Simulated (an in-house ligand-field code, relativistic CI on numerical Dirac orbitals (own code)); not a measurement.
# d6 in a ligand field: terms against the cubic field

Which terms of d6 lie lowest for given Racah parameters and ligand field?

Program: an in-house ligand-field code version 1. Level of theory: parametric ligand-field model of a d^n configuration (Racah B and C, spin-orbit zeta, crystal field), exact diagonalisation. These are calculated values, not measurements, unless marked.

**1. Starting point**

* shell: d6
* set 1 (cm⁻¹): B = 330, C = 1680, Td, 10Dq = -2710
* set 2 (cm⁻¹): B = 330, C = 1680, Td, 10Dq = -3000
* set 3 (cm⁻¹): B = 330, C = 1680, Td, 10Dq = -3300
* set 4 (cm⁻¹): B = 330, C = 1680, Td, 10Dq = -3600
* set 5 (cm⁻¹): B = 330, C = 1680, Td, 10Dq = -3890
* set 6 (cm⁻¹): B = 330, C = 1680, Td, 10Dq = -4190
* set 7 (cm⁻¹): B = 330, C = 1680, Td, 10Dq = -4490
* set 8 (cm⁻¹): B = 330, C = 1680, Td, 10Dq = -4780

**2. Set 1**

Settings of the run:

```ini
n = 6
racah_B = 330  # cm-1
racah_C = 1680  # cm-1
zeta = 0  # cm-1
symmetry = Td
field = {"10Dq": -2710}  # cm-1
```

**3. Set 2**

Settings of the run:

```ini
n = 6
racah_B = 330  # cm-1
racah_C = 1680  # cm-1
zeta = 0  # cm-1
symmetry = Td
field = {"10Dq": -3000}  # cm-1
```

**4. Set 3**

Settings of the run:

```ini
n = 6
racah_B = 330  # cm-1
racah_C = 1680  # cm-1
zeta = 0  # cm-1
symmetry = Td
field = {"10Dq": -3300}  # cm-1
```

**5. Set 4**

Settings of the run:

```ini
n = 6
racah_B = 330  # cm-1
racah_C = 1680  # cm-1
zeta = 0  # cm-1
symmetry = Td
field = {"10Dq": -3600}  # cm-1
```

**6. Set 5**

Settings of the run:

```ini
n = 6
racah_B = 330  # cm-1
racah_C = 1680  # cm-1
zeta = 0  # cm-1
symmetry = Td
field = {"10Dq": -3890}  # cm-1
```

**7. Set 6**

Settings of the run:

```ini
n = 6
racah_B = 330  # cm-1
racah_C = 1680  # cm-1
zeta = 0  # cm-1
symmetry = Td
field = {"10Dq": -4190}  # cm-1
```

**8. Set 7**

Settings of the run:

```ini
n = 6
racah_B = 330  # cm-1
racah_C = 1680  # cm-1
zeta = 0  # cm-1
symmetry = Td
field = {"10Dq": -4490}  # cm-1
```

**9. Set 8**

Settings of the run:

```ini
n = 6
racah_B = 330  # cm-1
racah_C = 1680  # cm-1
zeta = 0  # cm-1
symmetry = Td
field = {"10Dq": -4780}  # cm-1
```

(Steps that only read results are left out.)

**Question.** What will these runs give? Wanted: lowest terms; sets at their largest spin, of those that allow S over 1.

As calculated:

| set | 10Dq/B (size) | lowest | S | electrons in z² and x²-y² | first level of the same spin (cm⁻¹) |
| --- | --- | --- | --- | --- | --- |
| 1: Td | 8.2 | 5E | 2.00 | 3.00 | 5T2 2710 |
| 2: Td | 9.1 | 5E | 2.00 | 3.00 | 5T2 3000 |
| 3: Td | 10.0 | 5E | 2.00 | 3.00 | 5T2 3300 |
| 4: Td | 10.9 | 5E | 2.00 | 3.00 | 5T2 3600 |
| 5: Td | 11.8 | 5E | 2.00 | 3.00 | 5T2 3890 |
| 6: Td | 12.7 | 5E | 2.00 | 3.00 | 5T2 4190 |
| 7: Td | 13.6 | 5E | 2.00 | 3.00 | 5T2 4490 |
| 8: Td | 14.5 | 5E | 2.00 | 3.00 | 5T2 4780 |

| quantity | value |
| --- | --- |
| lowest terms | 1: 5E, 2: 5E, 3: 5E, 4: 5E, 5: 5E, 6: 5E, 7: 5E, 8: 5E |
| sets at their largest spin, of those that allow S over 1 | 1, 2, 3, 4, 5, 6, 7, 8 |

The lowest term stays 5E over this range. A negative 10Dq stands for a tetrahedral field. B, C and the field are free parameters here, not those of a compound.
